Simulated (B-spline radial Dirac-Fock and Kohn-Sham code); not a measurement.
# Inner shells of Ru²⁵⁺

Wanted for the Ru²⁵⁺ ion: its X-ray form factor and Compton profile and the binding energy of each subshell.

The numbers are computed with B-spline radial Dirac-Fock and Kohn-Sham code (version 2): a free atom or ion on a radial basis; each step names its model.

## 1. The system

The Ru²⁵⁺ ion in the configuration [Ar] 3d1.

| Item | Value |
| --- | --- |
| nuclear charge | 44 |
| electrons | 19 |
| mass number | 102 |
| nuclear rms radius | 4.4809 fm |

## 2. Scattering by the electron cloud

Model: Dirac-Fock average of configuration, finite nucleus; form factor of the spherical density, Waller-Hartree incoherent function, impulse-approximation Compton profiles.

Settings, as recorded:

```ini
task = scatter
Z = 44
charge = 25
configuration = 1s2 2s2 2p6 3s2 3p6 3d1
mass_number = 102
rms_radius = 4.4809  # fm
s = [0.0, 0.06, 0.08, 0.1, 0.12, 0.15, 0.19, 0.23, 0.29, 0.36, 0.45, 0.56, 0.7, 0.87, 1.08, 1.35, 1.68, 2.09, 2.61, 3.25, 4.05, 5.04, 6.28]  # 1/A
pz = [0, 0.1, 0.2, 0.3, 0.4, 0.5, 0.6, 0.8, 1.0, 1.2, 1.4, 1.6, 1.8, 2.0, 2.5, 3.0, 4.0, 5.0, 7.0, 10.0, 15.0, 20.0, 30.0, 40.0, 60.0, 100.0]  # a.u.
photon_energy = [1000, 5000, 8047.8, 10000, 30000, 100000, 200000, 500000]  # eV
```

Main fields of the result record, rounded:

```text
status: converged
form_factor [e]: [19.0, 18.961, 18.93, 18.891, 18.843, 18.756, 18.611, 18.434, 18.113, 17.66, 16.972, 16.005, 14.652, 12.961, 11.009, 8.9684, 7.278, 6.057, 5.0782, 4.0246, 2.873, 1.9424, 1.3927]
incoherent: [-6.2439e-13, 0.04161, 0.07383, 0.11507, 0.1652, 0.25669, 0.40803, 0.59113, 0.92032, 1.3764, 2.0529, 2.9712, 4.2005, 5.6628, 7.2925, 9.0248, 10.647, 12.125, 13.51, 14.809, 15.962, 16.845, 17.495]
compton_total [1/a.u.]: [1.241, 1.2407, 1.2398, 1.2383, 1.2362, 1.2334, 1.2301, 1.2216, 1.2106, 1.1974, 1.1818, 1.1639, 1.1439, 1.1219, 1.0586, 0.986, 0.8264, 0.67067, 0.43678, 0.26632, 0.14119, 0.075798, 0.025548, 0.010581, 0.0024972, 0.00028385]
shells: ["1s1/2", "2s1/2", "2p1/2", "2p3/2", "3s1/2", "3p1/2", "3p3/2", "3d3/2", "3d5/2"]
occupation: [2.0, 2.0, 2.0, 4.0, 2.0, 2.0, 4.0, 0.4, 0.6]
mean_momentum [a.u.]: [39.421, 13.966, 18.683, 18.001, 7.4131, 8.7785, 8.5967, 10.255, 10.186]
r2 [bohr^2]: 1.4861
r_inverse [1/bohr]: 208.94
r1 [bohr]: 4.3184
coherent [b]: [239.26, 219.41, 192.55, 173.58, 61.214, 10.237, 3.0461, 0.53579]
incoherent_cross_section [b]: [0.024857, 0.56548, 1.292, 1.8096, 5.523, 7.6671, 7.1032, 5.3644]
radial_jk:
  3d: {"j0": [1.0, 0.99681, 0.99433, 0.99116, 0.98729, 0.98021, 0.96845, 0.95411, 0.92805, 0.89133, 0.83552, 0.75712, 0.64739, 0.5103, 0.35237, 0.18919, 0.061087, -0.011122, -0.029973, -0.020643, -0.0083607, -0.0020806, -0.00019645], "j2": [0.0, 0.0012763, 0.0022648, 0.0035306, 0.0050697, 0.0078802, 0.012533, 0.018169, 0.028314, 0.042387, 0.063245, 0.091365, 0.12806, 0.16851, 0.20481, 0.22318, 0.20785, 0.15854, 0.093398, 0.041039, 0.012399, 0.0020664, -0.0002017], "j4": [0.0, 6.5846e-07, 2.0774e-06, 5.0605e-06, 1.0465e-05, 2.542e-05, 6.4886e-05, 0.00013788, 0.00034183, 0.00078932, 0.001843, 0.0041327, 0.0090845, 0.018569, 0.035085, 0.060602, 0.089422, 0.10961, 0.10762, 0.082728, 0.049574, 0.023622, 0.0091218], "r2": 0.12054, "r4": 0.024609, "r6": 0.0076428}
```

The scattering functions against s = sin θ / λ:

```csv
s (1/Å),f (e),f / N,S(s)
0,19.00,1.000,0
0.0800,18.93,0.996,0.07383
0.120,18.84,0.992,0.1652
0.190,18.61,0.980,0.4080
0.290,18.11,0.953,0.9203
0.450,16.97,0.893,2.053
0.700,14.65,0.771,4.201
1.08,11.01,0.579,7.293
1.68,7.278,0.383,10.65
2.61,5.078,0.267,13.51
4.05,2.873,0.151,15.96
6.28,1.393,0.073,17.49
```

## 3. Core and valence levels

Model: Dirac-Fock average of configuration, Delta-SCF, finite nucleus, first-order Breit with its frequency dependence, self-energy and vacuum polarisation.

The run's settings:

```ini
task = binding
```

Main fields of the result record, rounded:

```text
status: converged
shells: ["K", "L1", "L2", "L3", "M1", "M2", "M3", "M4,5"]
total_energy_parts [Ha]: [-4131.54466, 3.01444941, -0.291240038, -0.0220811018, 2.13534841, -0.248303857]
koopmans [eV]: [23350.1, 4356.82, 4103.34, 3969.99, 1513.66, 1413.26, 1384.12, 1251.88]
dirac_coulomb [eV]: [23317.7, 4348.26, 4092.74, 3959.93, 1512.55, 1411.98, 1382.92, 1250.29]
gaunt [eV]: [-46.6903, -4.24755, -7.16208, -5.15571, -0.855001, -1.48539, -1.04503, -0.378868]
retardation [eV]: [3.39384, 0.261387, 0.747768, 0.749118, 0.0743226, 0.191469, 0.192787, 0.0883565]
breit_frequency [eV]: [0.271979, -0.026289, -0.00366011, 0.112232, -0.00726099, -0.00448475, 0.0234962, -0.00230451]
self_energy [eV]: [-23.9825, -2.8598, 0.248597, -0.0166259, -0.662715, 0.0474071, -0.00931617, 0.0453056]
vacuum_polarisation [eV]: [2.873, 0.317443, -0.0143948, -0.0204431, 0.0710809, -0.00331476, -0.00487938, -0.00461638]
binding [eV]: [23253.6, 4341.71, 4086.55, 3955.6, 1511.17, 1410.72, 1382.08, 1250.04]
mean_radius [bohr]: [0.0334311, 0.143725, 0.122403, 0.12696, 0.366423, 0.354358, 0.361908, 0.323119]
```

total_energy_parts: Dirac-Coulomb, Gaunt, retardation, frequency dependence, self-energy, vacuum polarisation. 

The binding energies by parts, in eV; the parts add up.

```
level       -ε  relaxation   Breit     QED  binding
    K  23350.1      -32.33  -43.02  -21.11  23253.6
   L1   4356.8       -8.56   -4.01   -2.54   4341.7
   L2   4103.3      -10.61   -6.42    0.23   4086.6
   L3   3970.0      -10.06   -4.29   -0.04   3955.6
   M1   1513.7       -1.11   -0.79   -0.59   1511.2
   M2   1413.3       -1.28   -1.30    0.04   1410.7
   M3   1384.1       -1.20   -0.83   -0.01   1382.1
 M4,5   1251.9       -1.59   -0.29    0.04   1250.0
```

X-ray lines as differences of these levels:

| line | energy (eV) |
| --- | --- |
| Kβ1 (K-M3) | 21871.5 |
| Kβ3 (K-M2) | 21842.9 |
| Kα1 (K-L3) | 19298.0 |
| Kα2 (K-L2) | 19167.0 |
| Lβ3 (L1-M3) | 2959.6 |
| Lβ4 (L1-M2) | 2931.0 |
| Lη (L2-M1) | 2575.4 |
| Lℓ (L3-M1) | 2444.4 |

## 4. Summary of results

| quantity | value |
| --- | --- |
| rms radius of the electron cloud | 0.280 bohr |
| form factor halves at | 1.3 1/Å |
| Compton profile at zero | 1.241 1/a.u. |
| deepest level listed, K (1s) | 23253.6 eV |
| least bound, M4,5 (3d) | 1250.0 eV |
| Kα1 | 19298.0 eV |
| ionisation energy, NIST (theoretical) | 1253.00 eV |

What this shows: f falls from 19 to half of that at s = 1.3 1/Å. Incoherent scattering outweighs coherent from 200 keV on, among the energies asked. The K (1s) level lies 32.3 eV under Koopmans' value by relaxation alone; Breit gives -43.02 and QED -21.11 eV. NIST's ionisation energy differs by +2.96 eV from the least binding energy, within its stated uncertainty. The Hartree-Fock and Dirac-Fock values hold no electron correlation.
